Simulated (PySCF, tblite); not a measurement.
# C4H4N3−: geometry, infrared bands, NMR shifts and spin-spin couplings

What infrared bands, NMR shifts and spin-spin couplings should C4H4N3− (`C=Cc1cnn[n-]1`) show?

Computed with tblite 0.8.0 and PySCF 2.14.0, with density-fitted response routines of our own, on a single molecule in the gas phase. Atoms are numbered from 0 throughout.

### Step 1. The starting structure

11 atoms, charge -1, multiplicity 1; geometry from: force field or distance geometry start.

Bonds of the start (Å): C0–C1 1.33, C1–C2 1.58, C2–C3 1.37, C3–N4 1.34, N4–N5 1.35, N5–N6 1.36, N6–C2 1.34, C0–H7 1.09, C0–H8 1.08, C1–H9 1.09, C3–H10 1.08.

### Step 2. Optimising the geometry with GFN2-xTB

What the job is given:

```
{"job": {"kind": "relax", "xc": "GFN2-xTB", "basis": "xTB"}, "charge": -1, "multiplicity": 1}
C     -1.954600    -0.276200    -0.244100
C     -1.050300     0.466700     0.385400
C      0.515800     0.306200     0.271000
C      1.209400    -0.575500    -0.510800
N      2.528700    -0.393800    -0.326300
N      2.603400     0.634400     0.551900
N      1.381100     1.085700     0.934400
H     -3.012800    -0.082200    -0.080600
H     -1.678300    -1.068800    -0.926200
H     -1.353500     1.249700     1.080500
H      0.816500    -1.343600    -1.161000
```

The run is started by

```
$ OMP_NUM_THREADS=1 python probes_run.py task.json out
```

This one command runs all jobs of the session in turn.

**Question.** This job is followed by: GFN2-xTB harmonic vibrations, gas phase; GIAO PBE0/pcSseg-1 NMR shielding, non-relativistic, gas phase; B3LYP/pcJ-1 indirect spin-spin coupling, non-relativistic, gas phase. Predict these results of the whole session: strongest single infrared mode (GFN2-xTB); zero-point energy (GFN2-xTB); ¹³C shifts against TMS (PBE0/pcSseg-1); ¹H shifts against TMS (PBE0/pcSseg-1); ¹⁵N shifts against NH3 (PBE0/pcSseg-1); largest coupling of the table (B3LYP/pcJ-1).

The runs gave:

| quantity | value |
| --- | --- |
| strongest single infrared mode (GFN2-xTB) | 3048 cm⁻¹, 137 km/mol |
| zero-point energy (GFN2-xTB) | 47.9 kcal/mol |
| ¹³C shifts against TMS (PBE0/pcSseg-1) | 147.8, 144.6, 131.9, 94.2 ppm |
| ¹H shifts against TMS (PBE0/pcSseg-1) | 7.80, 7.16, 4.97, 4.13 ppm |
| ¹⁵N shifts against NH3 (PBE0/pcSseg-1) | 430.1, 391.2, 381.1 ppm |
| largest coupling of the table (B3LYP/pcJ-1) | ¹J(C,H) C3–H10, 178.8 Hz |

Over 29 steps the energy fell by 0.427 eV; of the close pairs, C1–C2 changed most, 1.578 to 1.430 Å. No mode is imaginary among the 27: a minimum at this level. The strongest single mode, at 3048 cm⁻¹, moves mainly H7. Unscaled tight-binding wavenumbers are off by several per cent, some by more. Its intensities can rank the bands wrongly. At PBE0/pcSseg-1: Shielding is most anisotropic at N5 (span 534 ppm, paramagnetic term -483 ppm). NICS(1)zz of -34 ppm above the planar ring from C2 marks a diatropic (aromatic) ring current. Of the pairs tabulated at B3LYP/pcJ-1, C3–H10 couples most strongly (178.8 Hz; Fermi contact 177.2 Hz). Couplings across rotatable bonds belong to this one conformer; where others are populated, the observed values are averages.
